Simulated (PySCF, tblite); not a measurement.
# C5H13AlS: dynamics, then NMR shifts on frames

Aim: move C5H13AlS (`C=C[CH2][AlH2-][S+](C)C`) away from its starting geometry and see how NMR shifts follow the geometry.

The runs use tblite 0.8.0 and PySCF 2.14.0, with density-fitted response routines of our own; the level of theory stands in each step. All values are computed, except where a source is named. Atoms are numbered from 0 throughout.

**1. The molecule as given**

20 atoms, charge 0, multiplicity 1; geometry from: GFN2-xTB.

Bonds of the start (Å): C0–C1 1.33, C1–C2 1.49, C2–Al3 2.01, Al3–S4 2.48, S4–C5 1.81, S4–C6 1.81, C0–H7 1.08, C0–H8 1.08, C1–H9 1.09, C2–H10 1.10, C2–H11 1.10, Al3–H12 1.56, Al3–H13 1.57, C5–H14 1.09, C5–H15 1.09, C5–H16 1.09, C6–H17 1.09, C6–H18 1.09, C6–H19 1.09.

**2. A short Langevin run with GFN2-xTB**

What the job is given:

```
{"job": {"kind": "md", "xc": "GFN2-xTB", "basis": "xTB", "temperature": 300, "steps": 2000, "every": 50, "frames": 5}, "charge": 0, "multiplicity": 1}
C      3.616052    -0.028908     0.151717
C      2.586821    -0.556669    -0.498275
C      1.523505     0.215409    -1.201573
Al     0.295775     0.431597     0.374381
S     -1.928780     0.779809    -0.671885
C     -2.160361    -0.975749    -1.063771
C     -2.682310     0.851731     0.971106
H      3.782351     1.036260     0.173765
H      4.334933    -0.635846     0.675799
H      2.468497    -1.635290    -0.499664
H      1.227097    -0.307829    -2.118748
H      1.920073     1.197173    -1.497215
H      0.236715     1.760215     1.189626
H     -0.134084    -0.835334     1.203469
H     -3.214098    -1.220956    -0.974754
H     -1.835224    -1.115700    -2.089753
H     -1.558943    -1.588555    -0.393183
H     -2.021276     0.384658     1.703339
H     -2.815995     1.902061     1.210160
H     -3.645896     0.352601     0.942725
```

Method: GFN2-xTB Langevin dynamics, gas phase.

The run is started by

```bash
> OMP_NUM_THREADS=1 python probes_run.py task.json out
```

The driver reads the jobs from task.json and runs them one after another.

The log of the run:

```text
t/fs     T/K      E/eV
    0.0   246.4   -588.04808
   25.0   194.4   -587.70921
   50.0   197.1   -587.68513
   75.0   201.9   -587.66000
  100.0   245.8   -587.62056
  125.0   210.4   -587.55990
  150.0   325.6   -587.58724
  175.0   155.8   -587.16380
  200.0   303.3   -587.59778
  225.0   244.0   -587.39703
  250.0   219.2   -587.37080
  275.0   227.5   -587.35409
  300.0   227.8   -587.17997
  325.0   218.2   -587.32864
  350.0   221.0   -587.32591
  375.0   220.2   -587.34603
  400.0   210.5   -587.45149
  425.0   269.5   -587.58391
  450.0   232.5   -587.40433
  475.0   199.0   -587.39835
  500.0   219.1   -587.50023
  525.0   271.8   -587.62941
  550.0   302.0   -587.74567
  575.0   269.2   -587.45273
  600.0   231.0   -587.35531
  625.0   253.7   -587.44762
  650.0   253.2   -587.47788
  675.0   292.4   -587.42499
  700.0   216.3   -587.37254
  725.0   213.4   -587.31675
  750.0   284.4   -587.47877
  775.0   312.0   -587.45506
  800.0   277.2   -587.51512
  825.0   285.3   -587.33223
  850.0   322.3   -587.36345
  875.0   322.9   -587.32889
  900.0   380.0   -587.54477
  925.0   279.4   -587.40044
  950.0   174.8   -587.21866
  975.0   237.2   -587.28416
 1000.0   338.1   -587.38872
```

It took 14 s on 1 thread of Arm Neoverse V2, shared host; peak memory 0.18 GiB.

Distance from the start (root mean square after alignment): 0 fs 0.00 Å, 200 fs 0.52 Å, 400 fs 0.64 Å, 600 fs 0.74 Å, 800 fs 0.83 Å, 1000 fs 0.64 Å.

Positions (Å) and forces (eV/Å) at 1000 fs:

```xyz
20

C     2.937   -2.267    1.938    0.816   -0.041    1.128
C     1.786   -2.098    1.365   -1.170    0.939   -1.944
C     1.488   -1.132    0.270    1.145    2.336    1.116
Al    0.593    0.545    1.297    0.270   -0.724   -0.524
S    -1.626    0.410    0.107    0.390   -0.367   -0.525
C    -2.214   -1.206    0.722    0.622    0.330   -0.609
C    -2.249    1.553    1.281   -0.503    2.192    0.107
H     3.758   -1.719    1.569    0.967    0.315    0.022
H     2.992   -2.782    2.879    0.424   -0.353   -0.087
H     0.958   -2.652    1.692   -1.131   -0.658    0.473
H     0.898   -1.450   -0.549   -0.553   -0.804   -0.771
H     2.429   -0.634   -0.170   -0.786   -0.880    0.491
H     0.748    2.109    0.964   -0.034   -0.412    0.069
H     0.097    0.248    2.768   -0.083    0.084   -0.152
H    -3.235   -1.084    1.043   -0.021   -0.030    0.586
H    -2.273   -1.731   -0.235    0.339   -0.572    0.459
H    -1.466   -1.580    1.451   -0.826   -0.060   -0.452
H    -1.467    1.910    1.960    0.116   -0.084    0.017
H    -2.608    2.451    0.695    0.303   -0.846    0.576
H    -3.072    1.193    1.870   -0.284   -0.366    0.021
```

**3. Nuclear shieldings: 250 fs, PBE0/pcSseg-1**

What the job is given:

```
{"job": {"kind": "nmr", "xc": "PBE0", "basis": "pcSseg-1", "pop": false}, "charge": 0, "multiplicity": 1}
C      3.454000    -0.284700     0.967800
C      2.427300    -0.536300     0.205700
C      1.488300     0.486100    -0.199000
Al     0.008100     0.742900     1.064100
S     -1.935900     0.615300    -0.771700
C     -1.877200    -1.211700    -0.925900
C     -3.413600     0.768100     0.209800
H      3.886200     0.716400     0.988400
H      4.026700    -1.051400     1.345000
H      2.181000    -1.604800     0.077600
H      1.062700     0.264300    -1.287600
H      1.894300     1.498600    -0.359000
H     -0.399600     2.084600     1.776600
H     -0.535200    -0.523100     1.852100
H     -2.824100    -1.549800    -1.279700
H     -1.027400    -1.505800    -1.538900
H     -1.675700    -1.648200     0.040500
H     -3.441900    -0.092100     0.895700
H     -3.426300     1.678400     0.780300
H     -4.257400     0.708900    -0.530100
```

With the program's defaults for keys left out, this is: GIAO PBE0/pcSseg-1 NMR shielding, non-relativistic, gas phase.

The log of the run:

```text
coarse grid: 16744 points
cycle   1  E = -838.2662387932  dE =  3.771e-01  |g| = 4.647e-01  |ddm| = 3.825e+00
cycle   2  E = -838.2577198194  dE =  8.519e-03  |g| = 5.064e-01  |ddm| = 8.930e-01
cycle   3  E = -838.3268343930  dE = -6.911e-02  |g| = 4.431e-02  |ddm| = 5.037e-01
cycle   4  E = -838.3273470773  dE = -5.127e-04  |g| = 1.697e-02  |ddm| = 6.891e-02
cycle   5  E = -838.3274058316  dE = -5.875e-05  |g| = 8.134e-03  |ddm| = 2.204e-02
cycle   6  E = -838.3274221088  dE = -1.628e-05  |g| = 2.006e-03  |ddm| = 8.264e-03
cycle   7  E = -838.3274231556  dE = -1.047e-06  |g| = 4.051e-04  |ddm| = 2.349e-03
final grid: 149512 points
cycle   8  E = -838.3708744777  dE = -3.277e-05  |g| = 9.238e-03  |ddm| = 2.874e-02
cycle   9  E = -838.3708636159  dE =  1.086e-05  |g| = 1.129e-02  |ddm| = 1.625e-02
cycle  10  E = -838.3708959462  dE = -3.233e-05  |g| = 8.589e-04  |ddm| = 9.556e-03
cycle  11  E = -838.3708961173  dE = -1.711e-07  |g| = 2.816e-04  |ddm| = 9.050e-04
cycle  12  E = -838.3708961372  dE = -1.989e-08  |g| = 7.759e-05  |ddm| = 3.321e-04
cycle  13  E = -838.3708961388  dE = -1.628e-09  |g| = 1.840e-05  |ddm| = 1.040e-04
cycle  14  E = -838.3708961389  dE = -7.867e-11  |g| = 4.031e-06  |ddm| = 2.212e-05
converged SCF energy = -838.3708961389

GIAO shielding tensors (ppm)
atom      isotropic    diamagn.    paramagn.     s11        s22        s33       span
  0 C       76.824     249.907    -173.083    -32.312    105.289    157.494    189.806
  1 C       40.237     254.667    -214.430    -89.270     51.993    157.987    247.257
  2 C      164.214     255.238     -91.024    145.335    154.287    193.020     47.685
  3 Al     386.779     797.674    -410.895    364.315    382.415    413.607     49.292
  4 S      595.861    1061.371    -465.510    458.321    574.402    754.860    296.540
  5 C      158.748     255.222     -96.474    133.533    152.694    190.017     56.484
  6 C      164.999     253.901     -88.903    145.083    163.312    186.601     41.518
  7 H       26.591      29.745      -3.154     23.474     25.480     30.819      7.345
  8 H       27.945      29.612      -1.667     24.262     26.808     32.765      8.502
  9 H       25.039      31.821      -6.783     22.535     23.854     28.727      6.192
 10 H       29.074      32.735      -3.661     25.330     28.133     33.758      8.428
 11 H       29.250      32.731      -3.481     26.152     28.598     33.000      6.847
 12 H       27.092      31.244      -4.152     23.662     25.910     31.704      8.041
 13 H       27.428      32.135      -4.706     24.620     27.596     30.069      5.449
 14 H       30.079      31.167      -1.088     24.919     27.471     37.847     12.928
 15 H       29.330      32.771      -3.441     24.660     26.816     36.513     11.854
 16 H       29.434      33.802      -4.368     25.082     28.446     34.774      9.691
 17 H       29.553      30.561      -1.008     24.813     28.020     35.825     11.013
 18 H       29.599      30.473      -0.874     24.363     27.030     37.405     13.042
 19 H       28.246      27.270       0.977     21.941     26.088     36.710     14.769
```

It took 24 s on 1 thread of Arm Neoverse V2, shared host; peak memory 0.89 GiB.

Shifts follow as δ = σ(reference) − σ, with reference shieldings (ppm) from runs at the same level and on the same kind of geometry: 1H TMS 31.72, 13C TMS 186.9, 33S CS2 504, 27Al AlH4- 490.0. The references are single molecules in the gas phase. Shifts against hydride references such as AlH4− lie on their own scale. Each atom is listed at this fixed geometry, with no averaging over motion; a spectrum would average atoms that exchange fast.

```csv
atoms,environment,σ (ppm),δ (ppm)
C1,alkene CH,40.2,146.7
C0,terminal =CH2 carbon,76.8,110.1
C5,methyl carbon bonded to S,158.7,28.2
C2,allylic sp3 CH2 bonded to Al,164.2,22.7
C6,methyl carbon bonded to S,165.0,21.9
H9,hydrogen on an alkene CH,25.04,6.68
H7,hydrogen on a terminal =CH2 carbon,26.59,5.13
H12,"hydrogen on an aluminium bonded to C, S",27.09,4.62
H13,"hydrogen on an aluminium bonded to C, S",27.43,4.29
H8,hydrogen on a terminal =CH2 carbon,27.95,3.77
H19,hydrogen on a methyl carbon bonded to S,28.25,3.47
H10,hydrogen on an allylic sp3 CH2 bonded to Al,29.07,2.64
H11,hydrogen on an allylic sp3 CH2 bonded to Al,29.25,2.47
H15,hydrogen on a methyl carbon bonded to S,29.33,2.39
H16,hydrogen on a methyl carbon bonded to S,29.43,2.28
H17,hydrogen on a methyl carbon bonded to S,29.55,2.16
H18,hydrogen on a methyl carbon bonded to S,29.60,2.12
H14,hydrogen on a methyl carbon bonded to S,30.08,1.64
Al3,"aluminium bonded to C, S, 2 H",386.8,103.2
S4,"sulfur bonded to 2 C, Al",596,-92
```

**4. NMR shieldings: 425 fs, PBE0/pcSseg-1**

What the job is given:

```
{"job": {"kind": "nmr", "xc": "PBE0", "basis": "pcSseg-1", "pop": false}, "charge": 0, "multiplicity": 1}
C      3.480900    -0.879600     1.233300
C      2.358500    -0.984400     0.494500
C      1.712400     0.274300     0.046100
Al     0.002800     0.771700     1.063200
S     -1.797000     0.571700    -0.482300
C     -1.814200    -1.189200    -0.872500
C     -3.237500     0.728100     0.695700
H      3.879000     0.029900     1.622100
H      4.029300    -1.728300     1.524800
H      1.989900    -1.965500     0.244900
H      1.586900     0.216800    -1.047200
H      2.450900     1.062800     0.221000
H     -0.193300     2.309700     1.337400
H     -0.797500    -0.253900     1.978400
H     -2.529200    -1.434500    -1.646700
H     -0.872900    -1.385400    -1.318800
H     -1.929700    -1.756400     0.069200
H     -3.049600     0.189200     1.640100
H     -3.214500     1.755900     0.938100
H     -4.123800     0.388500     0.214000
```

Method: GIAO PBE0/pcSseg-1 NMR shielding, non-relativistic, gas phase.

The log of the run:

```text
coarse grid: 16744 points
cycle   1  E = -838.2751530188  dE =  3.480e-01  |g| = 4.473e-01  |ddm| = 3.805e+00
cycle   2  E = -838.2708998887  dE =  4.253e-03  |g| = 4.779e-01  |ddm| = 8.702e-01
cycle   3  E = -838.3320106668  dE = -6.111e-02  |g| = 4.430e-02  |ddm| = 4.712e-01
cycle   4  E = -838.3325471781  dE = -5.365e-04  |g| = 1.521e-02  |ddm| = 6.866e-02
cycle   5  E = -838.3326076992  dE = -6.052e-05  |g| = 4.262e-03  |ddm| = 2.026e-02
cycle   6  E = -838.3326120410  dE = -4.342e-06  |g| = 9.510e-04  |ddm| = 4.504e-03
final grid: 149512 points
cycle   7  E = -838.3771942311  dE = -3.286e-05  |g| = 9.797e-03  |ddm| = 2.665e-02
cycle   8  E = -838.3771824856  dE =  1.175e-05  |g| = 1.190e-02  |ddm| = 1.741e-02
cycle   9  E = -838.3772185549  dE = -3.607e-05  |g| = 8.714e-04  |ddm| = 1.008e-02
cycle  10  E = -838.3772187358  dE = -1.810e-07  |g| = 2.907e-04  |ddm| = 9.426e-04
cycle  11  E = -838.3772187557  dE = -1.989e-08  |g| = 9.922e-05  |ddm| = 3.176e-04
cycle  12  E = -838.3772187583  dE = -2.590e-09  |g| = 2.419e-05  |ddm| = 1.164e-04
cycle  13  E = -838.3772187585  dE = -1.419e-10  |g| = 4.728e-06  |ddm| = 2.733e-05
converged SCF energy = -838.3772187585

GIAO shielding tensors (ppm)
atom      isotropic    diamagn.    paramagn.     s11        s22        s33       span
  0 C       67.541     249.705    -182.163    -45.112     96.118    151.617    196.729
  1 C       32.859     251.904    -219.045   -102.123     40.748    159.951    262.074
  2 C      162.629     249.952     -87.322    144.386    152.002    191.501     47.115
  3 Al     419.641     797.074    -377.433    404.601    406.974    447.349     42.748
  4 S      563.924    1060.869    -496.944    446.685    527.770    717.319    270.634
  5 C      165.709     255.984     -90.275    149.578    155.951    191.598     42.020
  6 C      156.035     252.778     -96.743    129.043    146.505    192.558     63.515
  7 H       26.437      31.183      -4.746     22.708     26.088     30.514      7.807
  8 H       27.500      28.736      -1.236     23.690     26.456     32.355      8.665
  9 H       25.048      31.322      -6.274     21.502     24.753     28.890      7.388
 10 H       30.265      32.857      -2.592     26.873     29.554     34.368      7.495
 11 H       29.449      33.554      -4.105     25.281     29.355     33.710      8.429
 12 H       27.526      31.188      -3.662     23.532     26.736     32.310      8.777
 13 H       27.820      32.432      -4.612     24.229     28.646     30.583      6.354
 14 H       29.401      30.405      -1.004     23.961     26.613     37.629     13.668
 15 H       30.218      35.070      -4.852     24.336     28.753     37.565     13.229
 16 H       29.232      32.168      -2.935     25.179     27.030     35.488     10.310
 17 H       29.045      30.802      -1.757     24.965     27.928     34.242      9.276
 18 H       30.029      30.694      -0.665     25.040     26.823     38.224     13.184
 19 H       29.814      29.175       0.638     24.389     27.137     37.915     13.526
```

Wall time 23 s (1 thread of Arm Neoverse V2, shared host); peak memory 0.89 GiB.

This run: δ C1 154.1, C0 119.4, C6 30.9, C2 24.3, H9 6.67, H7 5.28 ppm.

**5. Shielding tensors: 625 fs, PBE0/pcSseg-1**

What the job is given:

```
{"job": {"kind": "nmr", "xc": "PBE0", "basis": "pcSseg-1", "pop": false}, "charge": 0, "multiplicity": 1}
C      3.501200    -1.432100     1.084000
C      2.185100    -1.360800     1.003400
C      1.502200    -0.400600     0.011700
Al     0.392200     0.865600     1.100100
S     -1.924900     0.458500    -0.273500
C     -1.708700    -1.223600     0.320100
C     -2.853100     1.116800     1.112200
H      4.213500    -1.042900     0.331100
H      4.007100    -2.050300     1.841000
H      1.469600    -1.851700     1.667200
H      0.889000    -0.888300    -0.748600
H      2.175900     0.246700    -0.542800
H      0.305400     2.425000     0.978900
H     -0.092300     0.608900     2.588000
H     -2.664600    -1.796700     0.400100
H     -1.144300    -1.749300    -0.398400
H     -1.251700    -1.214500     1.321900
H     -2.204800     1.580500     1.829800
H     -3.606600     1.744100     0.691100
H     -3.405800     0.315500     1.608000
```

Level: GIAO PBE0/pcSseg-1 NMR shielding, non-relativistic, gas phase.

The log of the run:

```text
coarse grid: 16744 points
cycle   1  E = -838.2666393834  dE =  3.105e-01  |g| = 4.353e-01  |ddm| = 3.843e+00
cycle   2  E = -838.2636391199  dE =  3.000e-03  |g| = 4.580e-01  |ddm| = 8.277e-01
cycle   3  E = -838.3193125731  dE = -5.567e-02  |g| = 4.630e-02  |ddm| = 4.571e-01
cycle   4  E = -838.3198817992  dE = -5.692e-04  |g| = 1.792e-02  |ddm| = 7.415e-02
cycle   5  E = -838.3199477589  dE = -6.596e-05  |g| = 8.784e-03  |ddm| = 2.333e-02
cycle   6  E = -838.3199674045  dE = -1.965e-05  |g| = 1.954e-03  |ddm| = 8.239e-03
cycle   7  E = -838.3199683540  dE = -9.495e-07  |g| = 4.399e-04  |ddm| = 2.080e-03
final grid: 149512 points
cycle   8  E = -838.3643499537  dE = -3.088e-05  |g| = 9.562e-03  |ddm| = 2.903e-02
cycle   9  E = -838.3643381942  dE =  1.176e-05  |g| = 1.169e-02  |ddm| = 1.748e-02
cycle  10  E = -838.3643730376  dE = -3.484e-05  |g| = 9.261e-04  |ddm| = 1.033e-02
cycle  11  E = -838.3643732449  dE = -2.073e-07  |g| = 3.030e-04  |ddm| = 1.018e-03
cycle  12  E = -838.3643732679  dE = -2.306e-08  |g| = 7.213e-05  |ddm| = 3.038e-04
cycle  13  E = -838.3643732692  dE = -1.296e-09  |g| = 2.206e-05  |ddm| = 9.592e-05
cycle  14  E = -838.3643732693  dE = -1.201e-10  |g| = 3.815e-06  |ddm| = 2.572e-05
converged SCF energy = -838.3643732693

GIAO shielding tensors (ppm)
atom      isotropic    diamagn.    paramagn.     s11        s22        s33       span
  0 C       68.250     247.991    -179.741    -35.003     87.090    152.664    187.667
  1 C       42.537     256.469    -213.932    -75.232     49.320    153.524    228.757
  2 C      160.723     255.469     -94.746    142.067    154.036    186.065     43.999
  3 Al     356.793     796.939    -440.146    316.836    348.131    405.412     88.576
  4 S      654.297    1059.972    -405.676    497.015    648.366    817.509    320.493
  5 C      156.496     255.775     -99.279    137.585    152.283    179.620     42.035
  6 C      166.950     251.553     -84.603    141.165    164.293    195.393     54.228
  7 H       25.747      28.805      -3.057     23.334     24.585     29.323      5.989
  8 H       26.484      25.718       0.766     23.602     24.841     31.009      7.407
  9 H       24.978      31.066      -6.088     22.332     23.156     29.447      7.114
 10 H       30.771      35.333      -4.562     26.633     30.056     35.623      8.990
 11 H       29.907      34.346      -4.439     26.501     29.518     33.702      7.201
 12 H       26.637      30.743      -4.105     23.293     25.412     31.207      7.914
 13 H       26.779      31.148      -4.369     24.125     26.668     29.543      5.418
 14 H       28.886      29.732      -0.846     23.804     26.523     36.332     12.528
 15 H       30.113      34.418      -4.305     24.999     28.432     36.910     11.911
 16 H       28.616      33.409      -4.793     23.694     28.198     33.955     10.260
 17 H       28.791      30.365      -1.575     22.287     28.662     35.423     13.137
 18 H       29.703      29.117       0.586     23.684     26.805     38.620     14.936
 19 H       30.140      29.341       0.799     25.274     28.269     36.878     11.604
```

Wall time 24 s (1 thread of Arm Neoverse V2, shared host); peak memory 0.91 GiB.

This run: δ C1 144.4, C0 118.7, C5 30.4, C2 26.2, H9 6.74, H7 5.97 ppm.

(Part 1 of 2 ends here.)
